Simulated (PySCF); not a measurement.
**SnGeH5Cl (SMILES [Cl][SnH2][GeH3]): levels of theory compared**

Wanted: a comparison of 3 runs (HF/3-21G, HF/def2-SVP, M06-2X/def2-TZVP) of SnGeH5Cl. Input form: a Python script.

The results are computed with PySCF 2.14.0.

## (1) Starting point

The species is SnGeH5Cl (8 atoms), meant as a singlet with charge 0. As SMILES, `[Cl][SnH2][GeH3]`. The coordinates come from a PBE0-D4/def2-TZVP relaxation.

Bond lengths: Cl1–Sn2 2.345 Å, Sn2–Ge3 2.595 Å, Sn2–H4 1.706 Å, Sn2–H5 1.706 Å, Ge3–H6 1.534 Å, Ge3–H7 1.537 Å, Ge3–H8 1.534 Å. Some angles: Cl1–Sn2–Ge3 105.3°, Cl1–Sn2–H4 105.1°, Cl1–Sn2–H5 105.1°, Ge3–Sn2–H4 114.8°, Ge3–Sn2–H5 114.9°, Sn2–Ge3–H6 109.1°, Sn2–Ge3–H7 109.9°, Sn2–Ge3–H8 109.1°, H4–Sn2–H5 110.5°, H6–Ge3–H7 109.4°.

## (2) Energy and forces at HF/3-21G (run 1)

Input file job.py:

```python
import pyscf.grad
from pyscf import gto, scf

mol = gto.M(
    atom='''
Cl    -4.680096     2.539225    -0.070487
Sn    -0.809748     1.247030    -1.799208
Ge     1.315816    -1.479656     1.679400
H     -1.585102    -0.352434    -4.488666
H      0.742473     3.980141    -2.516359
H      1.701887     0.141729     4.051195
H      3.888300    -2.450408     0.743040
H     -0.399677    -3.733532     2.295639
''',
    basis='3-21g',
    verbose=4,
    spin=0,
    max_memory=1860,
    unit='bohr',
)

mf = scf.RHF(mol)
mf.conv_tol = 1e-10
mf.kernel()
if not mf.converged:
    mf = mf.newton().run(mf.mo_coeff, mf.mo_occ)

energy = mf.e_tot
print('E = %.10f Eh' % energy)
grad = mf.Gradients().kernel()
mf.analyze()
```

Started as:

```
OMP_NUM_THREADS=1 python job.py
```

Output:

```text
PySCF version 2.14.0

[... 82 lines left out ...]
MO #1   energy= -1034.91230783571  occ= 2
[... 14 lines left out ...]
MO #16  energy= -19.1111782347118  occ= 2
[... 14 lines left out ...]
MO #31  energy= -3.96719793324581  occ= 2
[... 14 lines left out ...]
MO #46  energy= -0.504293673002341 occ= 2
[... 14 lines left out ...]
MO #61  energy= 0.341486440364388  occ= 0
[... 14 lines left out ...]
MO #76  energy= 1.35956653496139   occ= 0
[... 87 lines left out ...]
Dipole moment(X, Y, Z, Debye):  3.61786, -1.45262, -1.07809
```

It took 14 s on 1 thread of Intel Xeon at 2.70GHz, shared host; peak memory 0.15 GiB.

## (3) Energy and gradient at HF/def2-SVP (core potential) (run 2)

Input file input.py:

```python
# [Cl][SnH2][GeH3]
import pyscf.grad
from pyscf import gto

molecule = gto.Mole()
molecule.atom = '''
Cl  -2.476600   1.343700  -0.037300
Sn  -0.428500   0.659900  -0.952100
Ge   0.696300  -0.783000   0.888700
H   -0.838800  -0.186500  -2.375300
H    0.392900   2.106200  -1.331600
H    0.900600   0.075000   2.143800
H    2.057600  -1.296700   0.393200
H   -0.211500  -1.975700   1.214800
'''
molecule.verbose = 4
molecule.ecp = {'Sn': 'def2-svp'}
molecule.basis = 'def2-svp'
molecule.max_memory = 1860
molecule.build()

mf = molecule.RHF()
mf.conv_tol = 1e-10
mf.kernel()
if not mf.converged:
    mf = mf.newton().run(mf.mo_coeff, mf.mo_occ)

etot = mf.e_tot
print('Final energy', etot)
grad = mf.Gradients().kernel()
mf.analyze()
```

Started as:

```
OMP_NUM_THREADS=1 python input.py
```

Output:

```text
PySCF version 2.14.0

[... 91 lines left out ...]
MO #6   energy= -46.2429523656886  occ= 2
[... 18 lines left out ...]
MO #25  energy= -1.35107456748844  occ= 2
[... 18 lines left out ...]
MO #44  energy= 0.185534998374091  occ= 0
[... 18 lines left out ...]
MO #63  energy= 0.745343605786254  occ= 0
[... 18 lines left out ...]
MO #82  energy= 1.79200988279441   occ= 0
[... 18 lines left out ...]
MO #101 energy= 52.3699070039672   occ= 0
[... 112 lines left out ...]
Dipole moment(X, Y, Z, Debye):  2.63572, -1.13072, -0.62601
```

Run time: 29 s. Hardware: 1 thread of Intel Xeon at 2.70GHz, shared host; peak memory 0.22 GiB.

## (4) Energy and forces at M06-2X/def2-TZVP (core potential) (run 3)

Input file calc.py:

```python
# [Cl][SnH2][GeH3]
from pyscf import gto, dft

system = gto.M(
    atom=[
    ('Cl', (-2.476600, 1.343700, -0.037300)),
    ('Sn', (-0.428500, 0.659900, -0.952100)),
    ('Ge', (0.696300, -0.783000, 0.888700)),
    ('H', (-0.838800, -0.186500, -2.375300)),
    ('H', (0.392900, 2.106200, -1.331600)),
    ('H', (0.900600, 0.075000, 2.143800)),
    ('H', (2.057600, -1.296700, 0.393200)),
    ('H', (-0.211500, -1.975700, 1.214800)),
],
    ecp={'Sn': 'def2-svp'},
    basis='def2-tzvp',
    charge=0,
    spin=0,
    verbose=3,
    max_memory=1860,
)

mf = dft.RKS(system)
mf.xc = 'm06-2x'
mf.conv_tol = 1e-10
mf.grids.level = 5
mf.kernel()
if not mf.converged:
    mf = mf.newton().run(mf.mo_coeff, mf.mo_occ)

e_tot = mf.e_tot
print(f'total energy: {e_tot:.8f} hartree')
grad = mf.nuc_grad_method().kernel()
mf.analyze()
```

Started as:

```
OMP_NUM_THREADS=1 python calc.py
```

Output:

```text
converged SCF energy = -2754.46300487155
[... 34 lines left out ...]
MO #25  energy= -1.18046890895063  occ= 2
[... 27 lines left out ...]
MO #53  energy= 0.218405215623029  occ= 0
[... 27 lines left out ...]
MO #81  energy= 0.815794173422458  occ= 0
[... 27 lines left out ...]
MO #109 energy= 1.81013505711535   occ= 0
[... 27 lines left out ...]
MO #137 energy= 2.48048556336802   occ= 0
[... 27 lines left out ...]
MO #165 energy= 113.091207783746   occ= 0
[... 1 line left out ...]
WARN: Weak orthogonality for localized orbitals 2.079816918244389e-09

 ** Mulliken atomic charges  **
charge of    0Cl =     -0.81139
charge of    1Sn =      2.57077
charge of    2Ge =     -0.39707
charge of    3H =     -0.60935
charge of    4H =     -0.57855
charge of    5H =     -0.05614
charge of    6H =     -0.06276
charge of    7H =     -0.05551
Dipole moment(X, Y, Z, Debye):  2.54830, -1.13154, -0.52153
```

Run time: 3.5 min. Hardware: 1 thread of Intel Xeon at 2.70GHz, shared host; peak memory 2.1 GiB.

## (5) Overview of the runs

```
run                              level  core potential  integration grid   energy (Eh)  dipole moment (D)  HOMO energy (eV)  LUMO energy (eV)  wall time
  1                           HF/3-21G               –                 –  -8521.834199               4.04            -10.60              1.81       14 s
  2       HF/def2-SVP (core potential)        def2-svp                 –  -2750.749199               2.94            -10.46              2.23       29 s
  3  M06-2X/def2-TZVP (core potential)        def2-svp                 5  -2754.463005               2.84             -8.99             -0.23    3.5 min
```

## (6) Summary of results

```
                       quantity           value
            run 3: total energy  -2754.46300 Eh
           run 3: dipole moment          2.84 D
             run 3: HOMO energy        -8.99 eV
             run 3: LUMO energy        -0.23 eV
           run 3: HOMO–LUMO gap         8.76 eV
run 3: largest force on an atom      0.269 eV/Å
```

**Reading.** The dipole moment (its size) runs from 2.84 D (M06-2X/def2-TZVP) to 4.04 D (HF/3-21G). The two ends differ in method and basis and core potential. The HOMO–LUMO gap runs from 8.76 eV (M06-2X/def2-TZVP) to 12.69 eV (HF/def2-SVP). The two ends differ in method and basis. Some runs of one species differ in core potentials or relativity; totals across that change don't compare. In run 1 relativity is left out where basis or elements ask for it. All runs together took 4.2 min, the longest 3.5 min.
